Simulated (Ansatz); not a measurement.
# GeNH3Cl (SMILES [NH2][GeH][Cl]): UCCSD(T)/cc-pVDZ

What is the energy change on altering one bond length of GeNH3Cl at UCCSD(T)/cc-pVDZ? 

The calculation is run with Ansatz 0.2.0.

72 further runs of the same task are left out: 72 set aside as unsound or not needed.

### Step 1. The structure to begin with

GeNH3Cl: 6 atoms, total charge 0, spin state doublet. As SMILES, `[NH2][GeH][Cl]`. Geometry: relaxed at PBE0-D4/def2-TZVP. This is one conformer, not always the lowest.

Bond lengths: N1–Ge2 1.836 Å, Ge2–Cl3 2.169 Å, N1–H4 1.011 Å, N1–H5 1.011 Å, Ge2–H6 1.560 Å. Angles: N1–Ge2–Cl3 104.1°, N1–Ge2–H6 106.5°, Cl3–Ge2–H6 107.8°, Ge2–N1–H4 115.7°, Ge2–N1–H5 115.6°, H4–N1–H5 109.9°.

### Step 2. The energy at UCCSD(T)/cc-pVDZ

File in.yaml:

```yaml
crystal:
  periodic: [false, false, false]
  atoms:
    - {symbol: "N", position_ang: [-0.446300, 0.317900, -0.788300]}
    - {symbol: Ge, position_ang: [0.075400, -0.151000, 0.908100]}
    - {symbol: Cl, position_ang: [1.243000, -1.956900, 0.623300]}
    - {symbol: H, position_ang: [-0.984500, 1.171200, -0.861400]}
    - {symbol: H, position_ang: [-0.888700, -0.414300, -1.327200]}
    - {symbol: H, position_ang: [1.043200, 0.969100, 1.399300]}
basis:
  gaussian:
    orbitals: cc-pVDZ
magnetization:
  spin_polarized: true
  initial_magnetization: 1
correlation:
  method: ccsd_t
  frozen_orbitals: {Cl: 5, Ge: 9, H: 0, "N": 1}
accuracy: high
scf:
  omitted_lower_state_checks: [cluster_reference, increment]
```

Command:

```bash
ansatz run in.yaml --threads 1 --pin off --max-ram 3480MiB --events-out events.jsonl --progress --plain --runs-dir runs
```

The program printed:

```text
Warning: RAYON_NUM_THREADS=1 ignored (pool sized by the plan → 1); use --threads N
Functional definition: HF
  name "HF"
  exchange = exact_x
  correlation = 0
these checks for a lower state are left out or cut short: cluster_reference, increment
1672 factors; integrals over basis functions are off by at most 4.7e-9 eV
mean field evaluation 1: about -70504.0118 eV, gradient 2.1e1 eV
mean field evaluation 2: about -70504.0224 eV, gradient 2.1e1 eV
mean field evaluation 4: about -70506.3489 eV, gradient 2.2e0 eV
mean field evaluation 8: about -70506.4159 eV, gradient 2.9e-3 eV
mean field -70506.41586037 eV, -2591.0629919034 hartree, gradient 2.7e-8 eV, S^2 0.760743; 0 other end points of the search recorded, 0 dependent functions left out
15 core orbitals not correlated: weight in the atoms' cores, before any rotation towards them, 1.000 or more for the frozen orbitals, at most 0.000 for the correlated occupied ones
reference -70506.41586037 eV, -2591.0629919034 hartree; 15, 14 occupied and 44, 45 virtual orbitals, 1672 factors
second order -10.99256570 eV of doubles, -0.00000000 eV of singles
cycle   1  -11.54978067 eV  change   -5.6e-1 eV  update   7.9e-2
cycle   2  -11.84872207 eV  change   -3.0e-1 eV  update   2.6e-2
cycle   3  -11.91789697 eV  change   -6.9e-2 eV  update   1.5e-2
cycle   4  -11.91486622 eV  change    3.0e-3 eV  update   6.1e-3
cycle   5  -11.91421261 eV  change    6.5e-4 eV  update   3.3e-3
cycle   6  -11.91481949 eV  change   -6.1e-4 eV  update   1.3e-3
cycle   7  -11.91491492 eV  change   -9.5e-5 eV  update   5.0e-4
cycle   8  -11.91506990 eV  change   -1.5e-4 eV  update   2.1e-4
cycle   9  -11.91504508 eV  change    2.5e-5 eV  update   9.5e-5
cycle  10  -11.91503029 eV  change    1.5e-5 eV  update   3.4e-5
cycle  11  -11.91504363 eV  change   -1.3e-5 eV  update   1.5e-5
cycle  12  -11.91504009 eV  change    3.5e-6 eV  update   5.9e-6
cycle  13  -11.91504232 eV  change   -2.2e-6 eV  update   2.5e-6
cycle  14  -11.91504132 eV  change    1.0e-6 eV  update   1.1e-6
cycle  15  -11.91504053 eV  change    7.9e-7 eV  update   4.0e-7
cycle  16  -11.91504062 eV  change   -8.7e-8 eV  update   1.7e-7
cycle  17  -11.91504065 eV  change   -2.9e-8 eV  update   8.1e-8
cycle  18  -11.91504064 eV  change    4.6e-9 eV  update   3.7e-8
cycle  19  -11.91504066 eV  change   -1.8e-8 eV  update   2.3e-8
cycle  20  -11.91504074 eV  change   -7.4e-8 eV  update   8.0e-8
cycle  21  -11.91504075 eV  change   -1.0e-8 eV  update   2.0e-8
cycle  22  -11.91504075 eV  change    1.5e-9 eV  update   6.0e-9
cycle  23  -11.91504075 eV  change  -1.5e-10 eV  update   2.6e-9
perturbative correction -0.31563667 eV, -0.0115994337 hartree
Total energy: -70518.64653779 eV, -2591.5124610082 hartree
Checks for a lower state left out: cluster_reference, increment
```

Run time: 40 s. Hardware: 1 thread of Arm Neoverse V1, shared host; peak memory 0.52 GiB.

### Step 3. The distorted shape

File run.yaml:

```yaml
crystal:
  periodic: [false, false, false]
  atoms:
    - {symbol: N, position_ang: [-0.313572, 0.537573, -0.626620]}
    - {symbol: Ge, position_ang: [0.208128, 0.068673, 1.069780]}
    - {symbol: Cl, position_ang: [1.375728, -1.737227, 0.784980]}
    - {symbol: H, position_ang: [-0.851772, 1.390873, -0.699720]}
    - {symbol: H, position_ang: [-0.888700, -0.414300, -1.327200]}
    - {symbol: H, position_ang: [1.175928, 1.188773, 1.560980]}
basis:
  gaussian:
    orbitals: cc-pVDZ
magnetization:
  spin_polarized: true
  initial_magnetization: 1
correlation:
  method: ccsd_t
  frozen_orbitals: {Cl: 5, Ge: 9, H: 0, "N": 1}
accuracy: high
scf:
  omitted_lower_state_checks: [cluster_reference, increment]
```

Command:

```bash
ansatz run run.yaml --threads 1 --pin off --max-ram 3480MiB --events-out events.jsonl --progress --plain --runs-dir runs
```

The program printed:

```text
Warning: RAYON_NUM_THREADS=1 ignored (pool sized by the plan → 1); use --threads N
Functional definition: HF
  name "HF"
  exchange = exact_x
  correlation = 0
these checks for a lower state are left out or cut short: cluster_reference, increment
1677 factors; integrals over basis functions are off by at most 4.4e-9 eV
mean field evaluation 1: about -70502.7553 eV, gradient 2.0e1 eV
mean field evaluation 2: about -70502.7913 eV, gradient 2.0e1 eV
mean field evaluation 4: about -70505.0048 eV, gradient 2.3e0 eV
mean field evaluation 8: about -70505.0828 eV, gradient 1.5e-1 eV
mean field evaluation 16: about -70505.0837 eV, gradient 2.7e-8 eV
mean field -70505.08366102 eV, -2591.0140344804 hartree, gradient 2.7e-8 eV, S^2 0.763298; 1 other end points of the search recorded, 0 dependent functions left out
15 core orbitals not correlated: weight in the atoms' cores, before any rotation towards them, 1.000 or more for the frozen orbitals, at most 0.000 for the correlated occupied ones
reference -70505.08366102 eV, -2591.0140344804 hartree; 15, 14 occupied and 44, 45 virtual orbitals, 1677 factors
second order -11.20845296 eV of doubles, -0.00000000 eV of singles
cycle   1  -11.72582222 eV  change   -5.2e-1 eV  update   8.5e-2
cycle   2  -12.06423112 eV  change   -3.4e-1 eV  update   2.9e-2
cycle   3  -12.15074700 eV  change   -8.7e-2 eV  update   1.7e-2
cycle   4  -12.14911129 eV  change    1.6e-3 eV  update   6.5e-3
cycle   5  -12.14912165 eV  change   -1.0e-5 eV  update   3.8e-3
cycle   6  -12.14959420 eV  change   -4.7e-4 eV  update   1.5e-3
cycle   7  -12.14959130 eV  change    2.9e-6 eV  update   5.6e-4
cycle   8  -12.14974542 eV  change   -1.5e-4 eV  update   2.4e-4
cycle   9  -12.14970114 eV  change    4.4e-5 eV  update   1.1e-4
cycle  10  -12.14968677 eV  change    1.4e-5 eV  update   4.1e-5
cycle  11  -12.14970640 eV  change   -2.0e-5 eV  update   1.9e-5
cycle  12  -12.14970350 eV  change    2.9e-6 eV  update   8.7e-6
cycle  13  -12.14970754 eV  change   -4.0e-6 eV  update   4.0e-6
cycle  14  -12.14970646 eV  change    1.1e-6 eV  update   1.9e-6
cycle  15  -12.14970496 eV  change    1.5e-6 eV  update   8.0e-7
cycle  16  -12.14970509 eV  change   -1.3e-7 eV  update   3.7e-7
cycle  17  -12.14970514 eV  change   -4.7e-8 eV  update   1.9e-7
cycle  18  -12.14970514 eV  change   -7.9e-9 eV  update   8.2e-8
cycle  19  -12.14970517 eV  change   -2.1e-8 eV  update   4.5e-8
cycle  20  -12.14970517 eV  change   -5.4e-9 eV  update   2.8e-8
cycle  21  -12.14970516 eV  change    9.1e-9 eV  update   9.2e-8
cycle  22  -12.14970516 eV  change    6.3e-9 eV  update   2.6e-8
cycle  23  -12.14970515 eV  change    1.0e-8 eV  update   8.5e-9
cycle  24  -12.14970514 eV  change    4.1e-9 eV  update   3.9e-9
cycle  25  -12.14970514 eV  change    1.5e-9 eV  update   1.7e-9
perturbative correction -0.34612389 eV, -0.0127198185 hartree
Total energy: -70517.57949006 eV, -2591.4732477274 hartree
Checks for a lower state left out: cluster_reference, increment
```

Run time: 42 s. Hardware: 1 thread of Arm Neoverse V1, shared host; peak memory 0.52 GiB.

### Step 4. Outcome

Level: UCCSD(T)/cc-pVDZ, 15 core orbitals frozen.

```
                                                         quantity           value
                                        first shape: total energy  -2591.51246 Eh
        first shape: correlation energy (15 core orbitals frozen)      -449.5 mEh
                                      first shape: (T) correction      -11.60 mEh
                   first shape: ⟨S²⟩ of the reference determinant           0.761
                                       first shape: T1 diagnostic           0.013
                                    distorted shape: total energy  -2591.47325 Eh
    distorted shape: correlation energy (15 core orbitals frozen)      -459.2 mEh
                                  distorted shape: (T) correction      -12.72 mEh
               distorted shape: ⟨S²⟩ of the reference determinant           0.763
                                   distorted shape: T1 diagnostic           0.014
energy change with the N1–H5 bond stretched from 1.011 to 1.314 Å        1.067 eV
```

With the N1–H5 bond stretched from 1.011 to 1.314 Å the energy rises by 1.07 eV (103 kJ/mol). The first shape isn't relaxed at this level, so the change isn't measured from a minimum. The triples (first shape) make up 2.6 % of the correlation energy. The triples (distorted shape) make up 2.8 % of the correlation energy.
